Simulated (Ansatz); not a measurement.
**NH₂Br (triplet): the correlation ladder at distance Br1–H2 along a hydrogen transfer = 1.475 Å, cc-pVDZ**

How much of the correlation energy of NH₂Br (triplet) does each wave-function method recover here?

Computed with Ansatz 0.2.0, Gaussian basis. Level: cc-pVDZ, core rule «outside noble gas», up to 15 orbitals frozen.

To be run: UHF; CCSD(T) on ROHF; CCSD(T) on UHF; BCCD(T) on ROHF; CISD; CCSDT(Q) on ROHF; CCSDT(Q) on UHF; CASSCF and MRCISD+Q, 4 electrons in 4 orbitals; CASSCF and NEVPT2, 4 electrons in 4 orbitals; CASSCF and MRCISD+Q, 14 electrons in 10 orbitals; CASSCF and NEVPT2, 14 electrons in 10 orbitals.

7 further runs of the same task are left out: 7 that didn't finish.

### Step 1. The system

The geometry derives from fragments relaxed apart (PBE0/def2-TZVP) and kept rigid, so it is no stationary point. A hydrogen atom is moved between rigid fragments. No spin-orbit coupling is included. The filled d shell of Br may be among the frozen orbitals whatever the setting's name suggests; the logs give the count.

4 atoms, charge 0, spin multiplicity 3.

Atoms are counted from 1 here; the program's logs count them from 0.

Bond lengths: Br1–H2 1.475 Å, N3–H4 1.040 Å.

Geometry (Å):

```xyz
4
BrH2N
Br   -1.85802    0.25106    0.00000
H    -0.38302    0.25106    0.00000
N     0.98598    0.25106    0.00000
H     1.25506   -0.75317    0.00000
```

### Step 2. UHF

File in.yaml:

```yaml
crystal:
  periodic: [false, false, false]
  atoms:
    - {symbol: Br, position_ang: [-1.858020, 0.251057, 0.000000]}
    - {symbol: H, position_ang: [-0.383020, 0.251057, 0.000000]}
    - {symbol: N, position_ang: [0.985980, 0.251057, 0.000000]}
    - {symbol: H, position_ang: [1.255061, -0.753170, 0.000000]}
basis:
  gaussian: {orbitals: cc-pVDZ}
magnetization: {spin_polarized: true, initial_magnetization: 2}
hamiltonian: {xc: hf}
output: {orbitals: {seedname: orbitals}}
```

Run with:

```
$ ansatz run in.yaml --threads 1 --pin off --events-out ev --progress --plain --max-ram 2393MiB
```

Further steps of the session: CCSD(T) on ROHF; CCSD(T) on UHF; BCCD(T) on ROHF; CISD; CCSDT(Q) on ROHF; CCSDT(Q) on UHF; CASSCF and MRCISD+Q, 4 electrons in 4 orbitals; CASSCF and NEVPT2, 4 electrons in 4 orbitals; CASSCF and MRCISD+Q, 14 electrons in 10 orbitals; CASSCF and NEVPT2, 14 electrons in 10 orbitals.

**Question.** What will the summary of the whole plan be? Wanted: UCCSDT(Q) below the RHF energy; RMP2 from UCCSDT(Q); UMP2 from UCCSDT(Q); RCCSD from UCCSDT(Q); RCCSD(T) from UCCSDT(Q); UCCSD(T) from UCCSDT(Q); RCCSDT(Q) from UCCSDT(Q); NEVPT2 valence from UCCSDT(Q); MRCISD+Q valence from UCCSDT(Q).

**Answer**, as computed:

| quantity | value |
| --- | --- |
| UCCSDT(Q) below the RHF energy | -7.9589 eV |
| RMP2 from UCCSDT(Q) | +25.31 kcal/mol |
| UMP2 from UCCSDT(Q) | +25.05 kcal/mol |
| RCCSD from UCCSDT(Q) | +4.21 kcal/mol |
| RCCSD(T) from UCCSDT(Q) | +0.79 kcal/mol |
| UCCSD(T) from UCCSDT(Q) | +0.75 kcal/mol |
| RCCSDT(Q) from UCCSDT(Q) | +0.04 kcal/mol |
| NEVPT2 valence from UCCSDT(Q) | +30.05 kcal/mol |
| MRCISD+Q valence from UCCSDT(Q) | +0.68 kcal/mol |
| levels within 1 kcal/mol (43 meV) | RCCSD(T), UCCSD(T), BCCD(T), RCCSDT, UCCSDT, RCCSDT(Q), MRCISD+Q valence |
| T1 diagnostic | 0.027 |
| effectively unpaired electrons | 2.01 |

**Reading.** RCCSD(T) misses by +0.79 kcal/mol, 0.4 % of the correlation energy. One determinant dominates. Of the multireference levels listed MRCISD+Q valence comes nearest in total energy (+0.68 kcal/mol), which doesn't show that its space is the better one. These misses are within one basis, not against nature; the frozen cores of restricted and unrestricted runs differ, which can shift their rows.
